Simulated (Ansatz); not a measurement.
# NaLaMnMoO6 (P2_1) in Ansatz: notebook, part 2 of 3

Ansatz 0.2.0.

**3. Projected density of states, PBE, collinear spin, ferromagnetic start**

Contents of input.yaml:

```yaml
crystal:
  lattice:
    - [5.55735, 0.0, 0.0]
    - [0.0, 5.59794, 0.0]
    - [-0.06214, 0.0, 8.02462]
  atoms:
    - { symbol: Na, position: [0.75008, 0.51572, 0.49924] }
    - { symbol: Na, position: [0.24992, 0.01572, 0.50076] }
    - { symbol: La, position: [0.25715, 0.95896, 0.99937] }
    - { symbol: La, position: [0.74285, 0.45896, 0.00063] }
    - { symbol: Mn, position: [0.24767, 0.48762, 0.25607], spin: 4.0 }
    - { symbol: Mn, position: [0.75233, 0.98762, 0.74393], spin: 4.0 }
    - { symbol: Mo, position: [0.75559, 0.99666, 0.2709], spin: 1.0 }
    - { symbol: Mo, position: [0.24441, 0.49666, 0.7291], spin: 1.0 }
    - { symbol: O, position: [0.67335, 0.9783, 0.49061] }
    - { symbol: O, position: [0.03402, 0.81017, 0.27726] }
    - { symbol: O, position: [0.93353, 0.2891, 0.28026] }
    - { symbol: O, position: [0.47817, 0.20966, 0.19922] }
    - { symbol: O, position: [0.54435, 0.73563, 0.20079] }
    - { symbol: O, position: [0.82956, 0.01818, 0.00392] }
    - { symbol: O, position: [0.32665, 0.4783, 0.50939] }
    - { symbol: O, position: [0.96598, 0.31017, 0.72274] }
    - { symbol: O, position: [0.06647, 0.7891, 0.71974] }
    - { symbol: O, position: [0.52183, 0.70966, 0.80078] }
    - { symbol: O, position: [0.45565, 0.23563, 0.79921] }
    - { symbol: O, position: [0.17044, 0.51818, 0.99608] }
hamiltonian:
  xc: pbe
  pseudopotentials: { kind: paw }
magnetization:
  spin_polarized: true
kpoints:
  mp_grid: { grid: [5, 5, 4] }
scf:
  occupations: { method: fermi_dirac, width: 0.05 }
  n_extra_bands: 50
output:
  forces: true
  stress: true
  eigenvalues: true
  dos: { projected: true, de: 0.05, nscf_kmesh: { grid: [8, 8, 6] } }
```

Potentials or basis: Ansatz PAW.

The run is started by

```sh
ansatz run input.yaml --threads 8 --pin off --max-ram 20480MiB --backend cpu --events-out ev --progress --plain --runs-dir out
```

The log of the run:

```text
Warning: RAYON_NUM_THREADS=8 ignored (pool sized by the plan → 8); use --threads N
La: projections on atomic orbitals take those of the free atom [Kr 4d10] 4f0 5s2 5p6 5d1 6s2, of charge +0.00 (hamiltonian.pseudopotentials.projection_atoms); the dataset's partial waves leave at most 1.9e-5 of an orbital's norm unspanned inside its sphere
[... 113 lines left out ...]
  k-point 2 ↑: bands = ["-70.4545", "-70.4545", "-52.6049", "-52.6049", "-40.8015", "-40.8009", "-39.2199", "-39.2199", "-39.1998", "-39.1998", "-39.1863", "-39.1863", "-26.7856", "-26.7854", "-26.7335", "-26.7334", "-26.7138", "-26.7138", "-20.8920", "-20.7748", "-12.7508", "-12.7449", "-12.7342", "-12.7278", "-12.7170", "-12.7121", "-8.6983", "-8.2096", "-8.0168", "-7.9998", "-7.8859", "-7.8305", "-7.7456", "-7.6105", "-7.2868", "-7.2467", "-7.2299", "-7.0702", "-4.6200", "-4.5872", "-4.4321", "-3.9999", "-3.9204", "-3.7651", "3.8632", "4.0202", "4.1988", "4.2409", "4.3105", "4.5544", "4.5826", "4.7184", "4.7479", "4.8217", "5.3576", "5.3806", "5.6436", "5.7769", "5.9768", "6.0863", "6.1251", "6.2713", "6.6428", "6.7088", "6.8084", "6.8243", "7.2450", "7.3575", "7.3792", "7.4679", "7.6739", "7.6781", "7.7655", "7.8648", "8.0361", "8.1385", "8.1862", "8.2552", "8.3827", "8.4391", "8.8657", "8.9996", "9.1671", "9.2258", "9.3921", "9.3957", "9.9876", "10.0520", "10.6497", "11.0548", "11.7175", "11.7624", "11.8520", "11.8900", "11.9693", "12.0822", "13.8899", "13.9251", "13.9639", "14.0375", "14.0435", "14.0764", "14.0986", "14.1024", "14.1778", "14.1945", "14.2312", "14.2322", "14.2725", "14.4011", "14.5403", "15.0557", "15.1838", "15.2287", "15.5605", "15.8208", "16.0417", "16.2161", "16.4401", "16.4766", "16.8685", "16.9681", "17.1189", "17.3309", "17.4803", "17.9910", "18.0232", "19.4189", "19.6033", "19.8619", "20.0077", "20.1099", "20.4907", "20.9892", "21.1011"]
  k-point 32 ↓: bands = ["-65.7947", "-65.7947", "-52.3484", "-52.3484", "-40.8012", "-40.8011", "-34.6681", "-34.6681", "-34.6440", "-34.6440", "-34.6131", "-34.6131", "-26.5082", "-26.5081", "-26.4616", "-26.4616", "-26.4281", "-26.4279", "-20.8295", "-20.8172", "-12.7539", "-12.7526", "-12.7301", "-12.7287", "-12.7159", "-12.7142", "-8.4922", "-8.4770", "-8.0362", "-7.9315", "-7.8188", "-7.7625", "-7.5671", "-7.4928", "-7.3480", "-7.3073", "-7.0762", "-6.9963", "-4.4527", "-4.3868", "-4.2179", "-4.0287", "-3.6275", "-3.5325", "3.8416", "3.8788", "4.4154", "4.4438", "4.5828", "4.6351", "5.0470", "5.1800", "5.2030", "5.2727", "5.3543", "5.4221", "6.0724", "6.2013", "6.2956", "6.4381", "6.5873", "6.6229", "6.7013", "6.8343", "6.8762", "7.0427", "7.1807", "7.3141", "7.4182", "7.4714", "7.6726", "7.7900", "7.8790", "7.9113", "8.0294", "8.0959", "8.1623", "8.2863", "8.5458", "8.6260", "11.4781", "11.5065", "11.9092", "11.9847", "12.0827", "12.1754", "12.9211", "12.9768", "13.0033", "13.0445", "13.1361", "13.2054", "13.7421", "13.8272", "13.9513", "13.9681", "13.9864", "14.0221", "14.0746", "14.0888", "14.0971", "14.1132", "14.1566", "14.1791", "14.1904", "14.2096", "14.2643", "14.2728", "14.3021", "14.3254", "15.1878", "15.3034", "15.7865", "15.9690", "16.1649", "16.3318", "16.4484", "16.5421", "16.8098", "16.8798", "17.0279", "17.3535", "17.5931", "17.7485", "18.0602", "18.2137", "18.3692", "18.7356", "19.3742", "19.9062", "20.5863", "20.8675", "21.2814", "21.6155", "21.7387"]
```

dos.tsv:

```text
# E-E_F[eV]	g_bin_mean(E)[states/eV]	N(E)	g_bin_mean_up(E)	g_bin_mean_dn(E)	N_up(E)	N_dn(E)
# format = ansatz-dos/2
# fermi_ev = 11.149504
# fermi_mp_grid = 8 8 6
# fermi_mp_shift = 0 0 0
# nscf_kmesh_grid = 8 8 6
# nscf_kmesh_shift = 0 0 0
# g_bin_mean(E): the states in a bin one row spacing wide, centred on E, divided by that spacing. States that the method places at a single energy (under output.dos.method: tetrahedron, those of a tetrahedron whose four corners have one energy) are counted whole in the row whose bin holds that energy (on the edge of two bins, in the lower row). The sum of g_bin_mean over a run of rows, times the row spacing, is the number of states from half a spacing under the first of them to half a spacing over the last (a plain sum, not the trapezoid rule).
-82.104027	0.000000e0	0.000000e0	0.000000e0	0.000000e0	0.000000e0	0.000000e0
-82.054027	0.000000e0	0.000000e0	0.000000e0	0.000000e0	0.000000e0	0.000000e0
-82.004027	0.000000e0	0.000000e0	0.000000e0	0.000000e0	0.000000e0	0.000000e0
-81.954027	0.000000e0	0.000000e0	0.000000e0	0.000000e0	0.000000e0	0.000000e0
-81.904027	0.000000e0	0.000000e0	0.000000e0	0.000000e0	0.000000e0	0.000000e0
-81.854027	0.000000e0	0.000000e0	0.000000e0	0.000000e0	0.000000e0	0.000000e0
[... 1866 lines left out ...]
11.495973	0.000000e0	2.700000e2	0.000000e0	0.000000e0	1.350000e2	1.350000e2
11.545973	0.000000e0	2.700000e2	0.000000e0	0.000000e0	1.350000e2	1.350000e2
```

Run time: 4.6 min. Hardware: 8 threads of Arm Neoverse V2, shared host; peak memory 4.8 GiB.

Results:

```yaml
Free_energy: -40008.1615 eV
Pressure: 0.0 GPa
Largest_force: 0.019 eV/Å
Band_gap_on_the_k_mesh: 0.12 eV, indirect (least direct gap 0.16 eV)
Net_moment: 9.97 μB per cell
Absolute_moment: 10.04 μB per cell
Site_moments: Na +0.00; La +0.01; Mn +3.79; Mo +0.19; O +0.02, +0.04, +0.03, +0.06 μB
```

Forces in eV/Å, atoms in the order of the input:
```
Na   0.001  0.001  0.000
Na  -0.001  0.001  0.000
La   0.005  0.002  0.000
La  -0.005  0.002  0.000
Mn   0.001  0.006 -0.001
Mn  -0.001  0.006  0.001
Mo  -0.014  0.013  0.001
Mo   0.014  0.013 -0.001
O    0.004 -0.004  0.004
O    0.006 -0.008 -0.001
O    0.006 -0.001 -0.002
O   -0.001  0.000  0.001
O    0.000 -0.007 -0.001
O    0.001 -0.002 -0.006
O   -0.004 -0.004 -0.004
O   -0.006 -0.008  0.001
O   -0.006 -0.001  0.002
O    0.001  0.000 -0.001
O    0.000 -0.007  0.001
O   -0.001 -0.002  0.006
```

Levels at points of the mesh, in eV from the valence-band top:
Spin up:
| k point | band 86 | band 87 | band 88 | band 89 | band 90 | band 91 | band 92 | band 93 | band 94 | band 95 |
| --- | --- | --- | --- | --- | --- | --- | --- | --- | --- | --- |
| (0.00, 0.00, 0.00) | -1.65 | -1.08 | -1.06 | -0.88 | -0.43 | 0.56 | 0.80 | 0.80 | 0.85 | 0.89 |
| (0.00, 0.00, -0.50) | -1.69 | -1.10 | -1.03 | -0.44 | -0.03 | 0.63 | 0.68 | 0.77 | 0.81 | 0.88 |
Spin down:
```csv
k point,band 77,band 78,band 79,band 80,band 81,band 82,band 83,band 84
"(0.00, 0.00, 0.00)",-2.69,-2.51,-2.50,-2.49,0.12,0.23,0.31,0.34
"(0.00, 0.00, -0.50)",-2.68,-2.53,-2.49,-2.46,0.13,0.24,0.59,0.59
```

States per cell in windows of 1 eV (zero at the valence-band top; states under -8 eV left out):
| from (eV) | up | down | O 2p down | O 2p up | La 4f down | La 4f up | Mn 3d up | Mn 3d down |
| --- | --- | --- | --- | --- | --- | --- | --- | --- |
| -8.0 | 1.89 | 1.11 | 0.71 | 1.18 | 0.00 | 0.00 | 0.06 | 0.01 |
| -7.0 | 8.36 | 7.31 | 4.69 | 5.18 | 0.02 | 0.02 | 0.54 | 0.15 |
| -6.0 | 5.98 | 5.33 | 3.85 | 4.25 | 0.02 | 0.02 | 0.62 | 0.14 |
| -5.0 | 7.12 | 7.31 | 6.17 | 5.27 | 0.04 | 0.04 | 1.10 | 0.31 |
| -4.0 | 9.74 | 9.83 | 8.75 | 8.09 | 0.11 | 0.11 | 0.80 | 0.26 |
| -3.0 | 4.93 | 5.11 | 4.66 | 2.95 | 0.07 | 0.05 | 1.61 | 0.08 |
| -2.0 | 4.09 | 0.00 | 0.00 | 1.25 | 0.00 | 0.02 | 2.65 | 0.00 |
| -1.0 | 3.89 | 0.00 | 0.00 | 1.12 | 0.00 | 0.02 | 2.07 | 0.00 |
| 0.0 | 5.03 | 5.49 | 1.38 | 1.69 | 0.07 | 0.05 | 0.27 | 0.65 |
| 1.0 | 0.97 | 4.78 | 0.50 | 0.37 | 0.17 | 0.01 | 0.09 | 3.46 |
| 2.0 | 8.00 | 11.08 | 0.53 | 0.12 | 6.58 | 7.52 | 0.01 | 3.00 |
| 3.0 | 7.62 | 9.05 | 0.50 | 0.40 | 6.53 | 5.71 | 0.01 | 1.29 |
| 4.0 | 4.83 | 5.09 | 0.79 | 0.84 | 0.19 | 0.21 | 0.03 | 0.26 |
| 5.0 | 5.20 | 5.72 | 1.11 | 0.92 | 0.09 | 0.10 | 0.02 | 0.20 |
| 6.0 | 4.35 | 4.46 | 0.72 | 0.67 | 0.05 | 0.05 | 0.00 | 0.04 |
| 7.0 | 2.18 | 2.01 | 0.22 | 0.25 | 0.01 | 0.01 | 0.00 | 0.01 |

Caveat: the magnetic or orbital state may not be the lowest; odd divisions of the mesh miss points on the zone boundary, where band edges often lie, so the gap on the mesh can be too wide; the pressure holds a Pulay correction of +0.6 GPa for the finite cutoff; spin-orbit coupling is left out, which moves the levels of the heavy elements; only a ferromagnetic start was run, and an antiferromagnetic order may lie lower in energy; the density of states is complete only up to the lowest level of the last band computed.

(Part 2 of 3 ends here.)
